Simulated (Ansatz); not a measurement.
# Al3Au (I4/mmm) in Ansatz: convergence with k mesh

Aim: find how far k mesh must go before the results for Al3Au settle, at PBE. This setting moves, with any that are tied to it; all else stays.

Program: Ansatz 0.2.0. These are calculated values, not measurements. Logs are shortened: lines on timing, memory, paths and dates and some standing lists are left out, and cuts for length are marked.

### Step 1. Starting point

It takes space group I4/mmm (No. 139, tetragonal). Conventional cell: a = 4.051 Å, b = 4.051 Å, c = 8.113 Å, α = 90.00°, β = 90.00°, γ = 90.00°. Around Au (site symmetry 4/mmm) lie 12 Al at 2.86 to 2.87 Å. Around Al (site symmetry 4/mmm) lie 4 Au at 2.86 Å and 8 Al at 2.87 Å. Around Al (site symmetry -4m2) lie 8 Al at 2.86 to 2.87 Å and 4 Au at 2.87 Å.

The cell comes from a database or a generator and needn't be the stable form of this composition.

### Step 2. With k mesh 3 × 3 × 3

Contents of input.yaml:

```yaml
crystal:
  lattice:
    - [-2.025333, 2.025333, 4.0566]
    - [2.025333, -2.025333, 4.0566]
    - [2.025333, 2.025333, -4.0566]
  atoms:
    - { symbol: Au, position: [0.0, 0.0, 0.0] }
    - { symbol: Al, position: [0.5, 0.5, 0.0] }
    - { symbol: Al, position: [0.25, 0.75, 0.5] }
    - { symbol: Al, position: [0.75, 0.25, 0.5] }
hamiltonian:
  xc: pbe
  pseudopotentials: { kind: paw_fr }
magnetization:
  noncollinear: true
  spin_orbit: true
kpoints:
  mp_grid: { grid: [3, 3, 3] }
scf:
  occupations: { method: gaussian, width: 0.05 }
output:
  forces: true
  stress: true
  eigenvalues: true
```

Potentials or basis: Ansatz PAW.

Command:

```sh
$ ansatz run input.yaml --threads 2 --pin off --max-ram 5632MiB --backend cpu --events-out ev --progress --plain --runs-dir out
```

What it wrote:

```text
Warning: RAYON_NUM_THREADS=2 ignored (pool sized by the plan → 2); use --threads N
Engine: ansatz 0.2.0, aarch64-unknown-linux-gnu
Pseudopotentials: kind: paw_fr
Pseudopotential: Au, paw_fr, valence charge 19, recommended cutoff 420 eV (normal), Au.paw.azcp#standard-fr
Pseudopotential: Al, paw_fr, valence charge 3, recommended cutoff 420 eV (normal), Al.paw.azcp#standard-fr
Functional definition: PBE
  parameter kappa = 0.804
  parameter beta = 0.06672455060314922
  exchange = pbe_x(kappa = kappa, mu = beta*pi^2/3)
  correlation = pbe_c(beta = beta)
non-collinear run that drives no moment, with spin-orbit: no starting moment large enough to seed its density (crystal.atoms[].spin), no starting occupations that ask for one, no magnetisation constraint and no magnetic field, so the semilocal B_xc is pinned to zero
Crystal: 4 atoms, lattice volume = 66.560 Å³
Basis set: ecut = 420 eV, 1313 PW (Γ), exchange–correlation on 72×72×72 points (8 copies of the dense FFT grid, shifted against one another)
Bands: 36, of which v1, the nominal top of the filled ones, is band 28 counted from 1 (27 counted from 0)
Symmetry: 16 space group operations + 16 with time reversal
Magnetic group: BNS 139.532 (UNI 1192), of the structure as read, at distance tolerance 4.1e-5 Å
k-points: 6 of 27
Projection manifold: j_resolved (fully-relativistic pseudo-atomic orbitals)
Non-local potential: Au, projectors of the file, l = 0: 3, l = 1: 4, l = 2: 4, l = 3: 2
Non-local potential: Al, projectors of the file, l = 0: 2, l = 1: 4, l = 2: 2
PAW form: soft (Blöchl's): semilocal exchange-correlation on the pseudo side does not see the compensation charge
PAW one-centre angular grid: Au, 590 points (default); XC on 64 Gauss nodes
PAW one-centre angular grid: Al, 110 points (default); XC on 64 Gauss nodes
Initial density: superposition of atomic densities (chi_scale 0.1, normalization cell, long waves kept (reshape's long-wave potential 0.00 eV rms))
Initial wavefunctions: pseudopotential atomic-orbital guess
Functional: x = pbe(κ = 0.804, μ = 0.2195149727645171), c = pbe(β = 0.06672455060314922)
SCF iter   1: F=—  HF=-14804.072346 eV  |F-HF|=—  |Δ(HF+E_count)|=         —  Δρ=1.52e-1  dr2=2.83e1  dr2_m=0.00e0 (ungated)  ethr=3.10e-3  |M|=0.00e0 ∫|m|=0.00e0 μB  |m|>n=0.0e0 m-floor=0.0e0 τ_xc=0.0e0  β_m=0.30  ⟨swp⟩=6.5  Hψ=529  notcnv=0
preconditioner: auto → none  [insulator: Δε(μ)=0.282 eV  Ē_g=6.416 eV  σ=0.050 eV  W_gap=1.00  n_scr=14 (ndim 8)  ℏωp=20.4 eV  f_vac=0.000  D(μ)=0.00/eV (n_scr^D=0)  ε∞_Penn≈11.1]
SCF iter   2: F=—  HF=-14800.766875 eV  |F-HF|=—  |Δ(HF+E_count)|=    3.31e0  Δρ=6.53e-2  dr2=4.24e0  dr2_m=0.00e0 (ungated)  ethr=3.10e-3  |M|=0.00e0 ∫|m|=0.00e0 μB  |m|>n=0.0e0 m-floor=0.0e0 τ_xc=0.0e0  β_m=0.26  ⟨swp⟩=4.0  Hψ=325  notcnv=0  defer=10
SCF iter   3: F=—  HF=-14799.704915 eV  |F-HF|=—  |Δ(HF+E_count)|=    1.06e0  Δρ=2.32e-2  dr2=3.55e-1  dr2_m=0.00e0 (ungated)  ethr=3.10e-3  |M|=0.00e0 ∫|m|=0.00e0 μB  |m|>n=0.0e0 m-floor=0.0e0 τ_xc=0.0e0  β_m=0.62  ⟨swp⟩=3.0  Hψ=222  notcnv=0  defer=8
SCF iter   4: F=—  HF=-14799.746524 eV  |F-HF|=—  |Δ(HF+E_count)|=   4.16e-2  Δρ=2.20e-2  dr2=6.45e-1  dr2_m=0.00e0 (ungated)  ethr=1.27e-3  |M|=0.00e0 ∫|m|=0.00e0 μB  |m|>n=0.0e0 m-floor=0.0e0 τ_xc=0.0e0  β_m=0.55  ⟨swp⟩=2.8  Hψ=244  notcnv=0  defer=12
SCF iter   5: F=—  HF=-14799.658683 eV  |F-HF|=—  |Δ(HF+E_count)|=   8.78e-2  Δρ=1.40e-2  dr2=2.66e-1  dr2_m=0.00e0 (ungated)  ethr=1.27e-3  |M|=0.00e0 ∫|m|=0.00e0 μB  |m|>n=0.0e0 m-floor=0.0e0 τ_xc=0.0e0  β_m=0.50  ⟨swp⟩=1.5  Hψ=117  notcnv=0  defer=12
SCF iter   6: F=—  HF=-14799.615272 eV  |F-HF|=—  |Δ(HF+E_count)|=   4.34e-2  Δρ=7.67e-3  dr2=8.01e-2  dr2_m=0.00e0 (ungated)  ethr=9.49e-4  |M|=0.00e0 ∫|m|=0.00e0 μB  |m|>n=0.0e0 m-floor=0.0e0 τ_xc=0.0e0  β_m=0.75  ⟨swp⟩=1.7  Hψ=112  notcnv=0  defer=12
SCF iter   7: F=—  HF=-14799.597716 eV  |F-HF|=—  |Δ(HF+E_count)|=   1.76e-2  Δρ=1.05e-3  dr2=1.52e-3  dr2_m=0.00e0 (ungated)  ethr=2.86e-4  |M|=0.00e0 ∫|m|=0.00e0 μB  |m|>n=0.0e0 m-floor=0.0e0 τ_xc=0.0e0  β_m=0.75  ⟨swp⟩=2.5  Hψ=186  notcnv=0  defer=8
SCF iter   8: F=—  HF=-14799.597452 eV  |F-HF|=—  |Δ(HF+E_count)|=   2.64e-4  Δρ=1.04e-4  dr2=8.39e-6  dr2_m=0.00e0 (ungated)  ethr=5.42e-6  |M|=0.00e0 ∫|m|=0.00e0 μB  |m|>n=0.0e0 m-floor=0.0e0 τ_xc=0.0e0  β_m=0.83  ⟨swp⟩=2.5  Hψ=166  notcnv=0  defer=8
SCF iter   9: F=—  HF=-14799.597392 eV  |F-HF|=—  |Δ(HF+E_count)|=   6.00e-5  Δρ=1.33e-5  dr2=1.77e-7  dr2_m=0.00e0 (ungated)  ethr=3.00e-8  |M|=0.00e0 ∫|m|=0.00e0 μB  |m|>n=0.0e0 m-floor=0.0e0 τ_xc=0.0e0  β_m=0.79  ⟨swp⟩=2.2  Hψ=162  notcnv=0  defer=8
SCF iter  10: F=-14799.597392 eV  HF=-14799.597392 eV  |F-HF|=2.23e-9  |Δ(HF+E_count)|=   5.78e-8  Δρ=1.75e-6  dr2=2.62e-9  dr2_m=0.00e0 (ungated)  ethr=3.57e-10  |M|=0.00e0 ∫|m|=0.00e0 μB  |m|>n=0.0e0 m-floor=0.0e0 τ_xc=0.0e0  ⟨swp⟩=9.8  Hψ=522  notcnv=0
SCF 1 converged in 10 iterations: F = -14799.597392 eV  dr2 = 2.62e-9
SCF converged after 10 iterations
Magnetization: |M| = 0.0000 μB,  M = (+0.0000, +0.0000, +0.0000) μB
Absolute magnetization: 0.0000 μB (∫|m|)
  site 0: m = (+0.0000, +0.0000, +0.0000) μB, |m| = 0.0000 μB  (R = 1.18 Å)
  site 1: m = (+0.0000, +0.0000, +0.0000) μB, |m| = 0.0000 μB  (R = 1.18 Å)
  site 2: m = (+0.0000, +0.0000, +0.0000) μB, |m| = 0.0000 μB  (R = 1.18 Å)
  site 3: m = (+0.0000, +0.0000, +0.0000) μB, |m| = 0.0000 μB  (R = 1.18 Å)
Free energy (F): -14799.597392 eV
Harris-Foulkes:  -14799.597392 eV  (|F-HF|=2.23e-9)
Internal energy: -14799.589395 eV  (E = F + TS)
E sigma→0 (E₀):  -14799.593393 eV
Entropy (-TS):   -0.007997 eV (-1.999 meV/atom)
Fermi energy:    11.728640 eV
--- Per-component energies (eV) ---
  E_band       = -343.719598
  E_kinetic    = 672.793712
  E_local      = -3019.489279  (includes V_loc(G=0)·N_el)
  E_nonlocal   = 87.994990
  E_hartree    = 1321.566162
  E_xc         = -348.411114
  E_vxc        = -363.849467  (∫ρ·V_xc dr)
  E_paw        = -11134.972051  (= ΣΔE_a)
  E_vpaw       = -364.299921  (= ΣTr[D̂ρ^β])
  E_aug_tail   = 0.001325  (compensation charges beyond the density's cutoff)
  E_ewald      = -2379.073140
  E_smearing   = -0.007997  (= −TS)
  E_closure    = 0.000000  (closes the sum)
  Σ components = -14799.597392   (vs F -14799.597392, Δ=0.00e0)
--- Forces (eV/Å), atoms counted from 1 ---
  atom   1  Au     0.00000000     0.00000000     0.00000000
  atom   2  Al     0.00000000     0.00000000     0.00000000
  atom   3  Al     0.00000000    -0.00000000     0.00000000
  atom   4  Al     0.00000000    -0.00000000     0.00000000
  max |Σ_I F_I| component: 1.39e-17 eV/Å
--- Stress (GPa, compression-positive) ---
        1.756611       0.000000       0.000000
        0.000000       1.756611       0.000000
       -0.000000       0.000000      -6.049810
  P = ⅓ Tr σ = -0.8455 GPa (-8.455 kbar)
--- Band table (eV; the first three rows and the last of 6) ---
  k-point 0: bands = ["-94.8695", "-94.8695", "-58.6078", "-58.6078", "-42.0654", "-42.0654", "-42.0619", "-42.0619", "0.3916", "0.3916", "4.9782", "4.9782", "5.0243", "5.0243", "6.1622", "6.1622", "6.2036", "6.2036", "6.6564", "6.6564", "8.9581", "8.9581", "11.3284", "11.3284", "11.7979", "11.7979", "11.9123", "11.9123", "12.3283", "12.3283", "12.4706", "12.4706", "12.5345", "12.5345", "12.5378", "12.5378"]
  k-point 1: bands = ["-94.8695", "-94.8695", "-58.6079", "-58.6079", "-42.0658", "-42.0658", "-42.0633", "-42.0633", "2.4283", "2.4283", "4.6446", "4.6446", "4.9513", "4.9513", "5.7294", "5.7294", "6.2561", "6.2561", "6.4291", "6.4291", "7.9781", "7.9781", "8.7102", "8.7102", "8.8377", "8.8377", "10.0967", "10.0967", "10.2826", "10.2826", "11.6874", "11.6874", "13.1718", "13.1718", "17.3925", "17.3925"]
  k-point 2: bands = ["-94.8695", "-94.8695", "-58.6078", "-58.6078", "-42.0657", "-42.0657", "-42.0625", "-42.0625", "1.6952", "1.6952", "4.5245", "4.5245", "4.9464", "4.9464", "5.7632", "5.7632", "6.0683", "6.0683", "6.5804", "6.5804", "7.2628", "7.2628", "8.5523", "8.5523", "10.0200", "10.0200", "11.6979", "11.6979", "12.7391", "12.7391", "13.9511", "13.9511", "14.3143", "14.3143", "14.8566", "14.8566"]
  k-point 5: bands = ["-94.8695", "-94.8695", "-58.6078", "-58.6078", "-42.0657", "-42.0657", "-42.0626", "-42.0626", "3.4364", "3.4364", "3.6305", "3.6305", "4.1758", "4.1758", "5.3356", "5.3356", "5.7657", "5.7657", "6.5991", "6.5991", "6.8128", "6.8128", "7.3068", "7.3068", "10.5453", "10.5453", "12.3036", "12.3036", "13.4655", "13.4655", "14.6371", "14.6371", "14.7570", "14.7570", "16.6313", "16.6313"]
```

Run time: 1.5 s. Hardware: 2 threads of Arm Neoverse V2, shared host; peak memory 0.41 GiB.

What came out:

```
Free energy            : -14799.5974 eV
Pressure               : -0.8 GPa
Band gap on the k mesh : none (metal or under the smearing width)
```

### Step 3. With k mesh 4 × 4 × 4

input.yaml: that of step 2 with these lines changed.

```diff
@@ -17,3 +17,3 @@
 kpoints:
-  mp_grid: { grid: [3, 3, 3] }
+  mp_grid: { grid: [4, 4, 4] }
 scf:
```

Potentials or basis: Ansatz PAW.

Command:

```sh
$ ansatz run input.yaml --threads 2 --pin off --max-ram 5632MiB --backend cpu --events-out ev --progress --plain --runs-dir out
```

Wall time 3 s (2 threads of Arm Neoverse V2, shared host); peak memory 0.45 GiB.

Results:

* Free energy: -14799.6354 eV
* Pressure: -0.5 GPa
* Band gap on the k mesh: none (metal or under the smearing width)

### Step 4. With k mesh 5 × 5 × 5

input.yaml: that of step 3 with these lines changed.

```diff
@@ -17,3 +17,3 @@
 kpoints:
-  mp_grid: { grid: [4, 4, 4] }
+  mp_grid: { grid: [5, 5, 5] }
 scf:
```

Command:

```sh
$ ansatz run input.yaml --threads 2 --pin off --max-ram 5632MiB --backend cpu --events-out ev --progress --plain --runs-dir out
```

Wall time 3.3 s (2 threads of Arm Neoverse V2, shared host); peak memory 0.46 GiB.

What came out:

```yaml
Free_energy: -14799.8007 eV
Pressure: -0.2 GPa
Band_gap_on_the_k_mesh: none (metal or under the smearing width)
```

### Step 5. With k mesh 7 × 7 × 7

input.yaml: that of step 4 with these lines changed.

```diff
@@ -17,3 +17,3 @@
 kpoints:
-  mp_grid: { grid: [5, 5, 5] }
+  mp_grid: { grid: [7, 7, 7] }
 scf:
```

Command:

```sh
$ ansatz run input.yaml --threads 2 --pin off --max-ram 5632MiB --backend cpu --events-out ev --progress --plain --runs-dir out
```

Run time: 6.7 s. Hardware: 2 threads of Arm Neoverse V2, shared host; peak memory 0.52 GiB.

Results:

* Free energy: -14799.8090 eV
* Pressure: -0.3 GPa
* Band gap on the k mesh: none (metal or under the smearing width)

### Step 6. With k mesh 8 × 8 × 8

input.yaml: that of step 5 with these lines changed.

```diff
@@ -17,3 +17,3 @@
 kpoints:
-  mp_grid: { grid: [7, 7, 7] }
+  mp_grid: { grid: [8, 8, 8] }
 scf:
```

Potentials or basis: Ansatz PAW.

Command:

```sh
$ ansatz run input.yaml --threads 2 --pin off --max-ram 5632MiB --backend cpu --events-out ev --progress --plain --runs-dir out
```

Run time: 11 s. Hardware: 2 threads of Arm Neoverse V2, shared host; peak memory 0.57 GiB.

Results (log left out):

```yaml
Free_energy: -14799.8232 eV
Pressure: -0.2 GPa
Band_gap_on_the_k_mesh: none (metal or under the smearing width)
```

### Step 7. With k mesh 10 × 10 × 10

input.yaml: that of step 6 with these lines changed.

```diff
@@ -17,3 +17,3 @@
 kpoints:
-  mp_grid: { grid: [8, 8, 8] }
+  mp_grid: { grid: [10, 10, 10] }
 scf:
```

Command:

```sh
$ ansatz run input.yaml --threads 2 --pin off --max-ram 5632MiB --backend cpu --events-out ev --progress --plain --runs-dir out
```

Run time: 16 s. Hardware: 2 threads of Arm Neoverse V2, shared host; peak memory 0.67 GiB.

It converged, with:

- Free energy: -14799.8287 eV
- Pressure: -0.2 GPa
- Band gap on the k mesh: none (metal or under the smearing width)

### Step 8. With k mesh 13 × 13 × 13

input.yaml: that of step 7 with these lines changed.

```diff
@@ -17,3 +17,3 @@
 kpoints:
-  mp_grid: { grid: [10, 10, 10] }
+  mp_grid: { grid: [13, 13, 13] }
 scf:
```

Command:

```sh
$ ansatz run input.yaml --threads 2 --pin off --max-ram 5632MiB --backend cpu --events-out ev --progress --plain --runs-dir out
```

Wall time 30 s (2 threads of Arm Neoverse V2, shared host); peak memory 0.92 GiB.

It converged, with:

```yaml
Free_energy: -14799.8312 eV
Pressure: -0.1 GPa
Band_gap_on_the_k_mesh: none (metal or under the smearing width)
```

### Step 9. With k mesh 15 × 15 × 15

input.yaml: that of step 8 with these lines changed.

```diff
@@ -17,3 +17,3 @@
 kpoints:
-  mp_grid: { grid: [13, 13, 13] }
+  mp_grid: { grid: [15, 15, 15] }
 scf:
```

Potentials or basis: Ansatz PAW.

Command:

```sh
$ ansatz run input.yaml --threads 2 --pin off --max-ram 5632MiB --backend cpu --events-out ev --progress --plain --runs-dir out
```

It took 43 s on 2 threads of Arm Neoverse V2, shared host; peak memory 1.1 GiB.

The run converged. Its results:

```yaml
Free_energy: -14799.8330 eV
Pressure: -0.1 GPa
Band_gap_on_the_k_mesh: none (metal or under the smearing width)
```

### Step 10. Result

```tsv
k mesh	energy less the tightest run, at zero smearing (meV/atom)	pressure (GPa)	SCF cycles	CPU time (s)	peak memory (GiB)
3 × 3 × 3	59.68	-0.85	10	2.8	0.41
4 × 4 × 4	49.90	-0.53	11	5.8	0.45
5 × 5 × 5	8.07	-0.15	9	6.3	0.46
7 × 7 × 7	6.18	-0.33	9	13	0.52
8 × 8 × 8	2.58	-0.24	11	22	0.57
10 × 10 × 10	1.17	-0.18	9	32	0.67
13 × 13 × 13	0.51	-0.11	9	59	0.92
15 × 15 × 15	0.00	-0.13	9	86	1.1
```

Against the tightest run, the energy stays within 1 meV/atom from 13 × 13 × 13 on; the pressure stays within 0.1 GPa from 10 × 10 × 10 on. Meshes of other sizes hit other points, so gaps and Fermi surfaces needn't settle smoothly. The tightest run that finished is the yardstick and may itself not be fully converged.
